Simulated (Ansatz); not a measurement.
**C3H10GeO4: one species, many methods**

The task here is to estimate one member of a computed series from the others.

Computed with Ansatz 0.2.0, Gaussian basis. Level: functionals in def2-TZVPP, the program's frozen cores in correlated methods.

Levels to be run: LDA (SPW92), PBE-D4, revPBE-D4, BLYP-D4, r2SCAN-D4, B97M-V, PBE0-D4, B3LYP-D4, r2SCANh-D4, r2SCAN0-D4, HSE06-D4, BHLYP-D4, CAM-B3LYP-D4, LC-ωPBE, ωB97X-V, ωB97M-V, B2PLYP, PBE-QIDH; CCSD(T)/def2-SVP; CCSD(T)/def2-TZVPP; MP2/def2-QZVPP; extrapolation to the limit; RPA on PBE.

### The relaxed structure

All runs share one geometry, relaxed beforehand with PBE0-D4 in a triple-zeta def2 set.

SMILES `C[O][Ge]([OH])([O]C)[O]C`, 18 atoms, charge 0, spin multiplicity 1.

Atoms are counted from 1 here; the program's logs count them from 0.

Bond lengths: C1–O2 1.414 Å, C1–H9 1.091 Å, C1–H10 1.096 Å, C1–H11 1.096 Å, O2–Ge3 1.754 Å, Ge3–O4 1.758 Å, Ge3–O5 1.754 Å, Ge3–O7 1.754 Å, O4–H12 0.961 Å, O5–C6 1.414 Å, C6–H13 1.091 Å, C6–H14 1.096 Å, C6–H15 1.096 Å, O7–C8 1.414 Å, C8–H16 1.096 Å, C8–H17 1.092 Å, C8–H18 1.096 Å. Angles: O2–C1–H9 107.5°, O2–C1–H10 112.0°, O2–C1–H11 112.0°, H9–C1–H10 108.5°, H9–C1–H11 108.5°, H10–C1–H11 108.2°, C1–O2–Ge3 118.6°, O2–Ge3–O4 102.6°, O2–Ge3–O5 112.7°, O2–Ge3–O7 112.7°, O4–Ge3–O5 113.2°, O4–Ge3–O7 113.2°, O5–Ge3–O7 102.8°, Ge3–O4–H12 111.9°, Ge3–O5–C6 118.9°, O5–C6–H13 107.5°, O5–C6–H14 112.0°, O5–C6–H15 111.9° and more.

The first run:

The input, in.yaml:

```yaml
crystal:
  periodic: [false, false, false]
  atoms:
    - {symbol: C, position_ang: [-1.385330, -1.373663, 1.054985]}
    - {symbol: O, position_ang: [-1.131261, -0.837281, -0.228260]}
    - {symbol: Ge, position_ang: [0.208348, 0.278655, -0.422557]}
    - {symbol: O, position_ang: [0.137622, 0.666545, -2.135434]}
    - {symbol: O, position_ang: [0.071228, 1.688327, 0.611662]}
    - {symbol: C, position_ang: [-1.082502, 2.500154, 0.511658]}
    - {symbol: O, position_ang: [1.743269, -0.414432, 0.066505]}
    - {symbol: C, position_ang: [2.185030, -1.605349, -0.555339]}
    - {symbol: H, position_ang: [-2.244849, -2.040749, 0.968064]}
    - {symbol: H, position_ang: [-0.534648, -1.950607, 1.434967]}
    - {symbol: H, position_ang: [-1.623675, -0.593242, 1.786445]}
    - {symbol: H, position_ang: [0.826944, 1.284212, -2.392185]}
    - {symbol: H, position_ang: [-0.977931, 3.309646, 1.236328]}
    - {symbol: H, position_ang: [-1.997644, 1.943206, 0.742418]}
    - {symbol: H, position_ang: [-1.189632, 2.938328, -0.486727]}
    - {symbol: H, position_ang: [2.326577, -1.475916, -1.633980]}
    - {symbol: H, position_ang: [3.144770, -1.872005, -0.109054]}
    - {symbol: H, position_ang: [1.486083, -2.434530, -0.397596]}
basis:
  gaussian: {orbitals: def2-TZVPP}
hamiltonian: {xc: lda}
output: {orbitals: {seedname: orbitals}}
```

Run with:

```bash
ansatz run in.yaml --threads 5 --pin off --events-out ev --progress --plain --max-ram 66560MiB --backend cuda --devices 0, --max-vram 37GiB
```

Among the steps run: LDA; PBE-D4 (GGA); revPBE-D4 (GGA); BLYP-D4 (GGA); r2SCAN-D4 (meta-GGA); B97M-V (meta-GGA); B3LYP-D4 (hybrid); r2SCANh-D4 (hybrid); r2SCAN0-D4 (hybrid); HSE06-D4 (hybrid); BHLYP-D4 (hybrid); CAM-B3LYP-D4 (range-separated); LC-ωPBE (range-separated); ωB97X-V (range-separated); ωB97M-V (range-separated); B2PLYP (double hybrid); PBE-QIDH (double hybrid).

One of the session's tables, all rows but one given; the rest of the session is left out.

It belongs to the step «Frontier levels by functional». 

| functional | HOMO (eV) | gap (eV) |
| --- | --- | --- |
| LDA (SPW92) | -6.64 | 5.33 |
| PBE-D4 | -6.48 | 5.49 |
| revPBE-D4 | -6.42 | 5.58 |
| BLYP-D4 | -6.40 | 5.44 |
| r2SCAN-D4 | -6.85 | 6.28 |
| B97M-V | -6.98 | 6.24 |
| PBE0-D4 | -8.13 | 8.17 |
| B3LYP-D4 | -7.88 | 7.57 |
| r2SCANh-D4 | -7.46 | 7.26 |
| r2SCAN0-D4 | ? | ? |
| HSE06-D4 | -7.73 | 7.39 |
| BHLYP-D4 | -9.74 | 10.65 |
| CAM-B3LYP-D4 | -9.62 | 10.57 |
| LC-ωPBE | -10.96 | 13.30 |
| ωB97X-V | -10.64 | 12.74 |
| ωB97M-V | -10.57 | 12.33 |

**Question.** Estimate the row for r2SCAN0-D4.

Worked estimate for «HOMO (eV)». Against the share of exact exchange, r2SCAN-D4 (0, -6.85), r2SCANh-D4 (0.1, -7.46) give a slope of -6.10 per unit share; at 0.25 the line stands at -8.37.

The run gave: HOMO (eV): -8.39; gap (eV): 8.71. In «HOMO (eV)» the line misses by +0.02.
